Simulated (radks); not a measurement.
**The Coulomb parameter U of the 4f shell of Sm⁺**

The task here is to estimate one member of a computed series from the others.

The numbers are computed with radks (a radial shooting solver on a logarithmic mesh, Libxc functionals) version 1 (scalar-relativistic Kohn-Sham, PBEsol, spin-unpolarised, spherical densities, finite nucleus), except any that are marked as measured or tabulated.

## Starting point

```
element            : samarium (Z = 62)
charge             : +1
electrons          : 61
configuration      : [Xe] 4f5 6s1 6p1
nuclear rms radius : 5.0819 fm
```

The outer shells:

Sm⁺
```
[Xe] core
4f [↑ ][↑ ][↑ ][↑ ][↑ ][  ][  ]
6s [↑ ]
6p [↑ ][  ][  ]
```

The first run:

Input:

```text
Z 62
configuration [Xe] 4f5 6s1 6p1
relativity scalar-relativistic
functional pbe_sol,pbe_sol
spin unpolarised
nucleus finite rms 5.0819 fm
c 137.035999084
```

Steps of the session up to this table: Start: [Xe] 4f5 6s1 6p1.

One table of the session follows, with a row left open; its other results are not shown here.

It belongs to the step «Start: [Xe] 4f5 6s1 6p1». From the orbitals of this run (lengths in bohr):

| level | <r> | outermost maximum (interpolated) | 90 % within | nodes |
| --- | --- | --- | --- | --- |
| 4s | 0.5785 | 0.539 | 0.831 | 3 |
| 4p | 0.6122 | 0.563 | 0.890 | 2 |
| 4d | 0.6678 | 0.586 | 1.00 | 1 |
| 5s | 1.380 | 1.25 | 1.98 | 4 |
| 5p | ? | ? | ? | ? |
| 4f | 0.9136 | 0.605 | 1.56 | 0 |
| 6s | 3.607 | 3.23 | 5.18 | 5 |
| 6p | 4.454 | 3.99 | 6.40 | 4 |

**Question.** Estimate the row for 5p.

The run gave: <r>: 1.598; outermost maximum (interpolated): 1.41; 90 % within: 2.33; nodes: 3. In the column «<r>» it lies between 5s (1.380) and 6s (3.607).
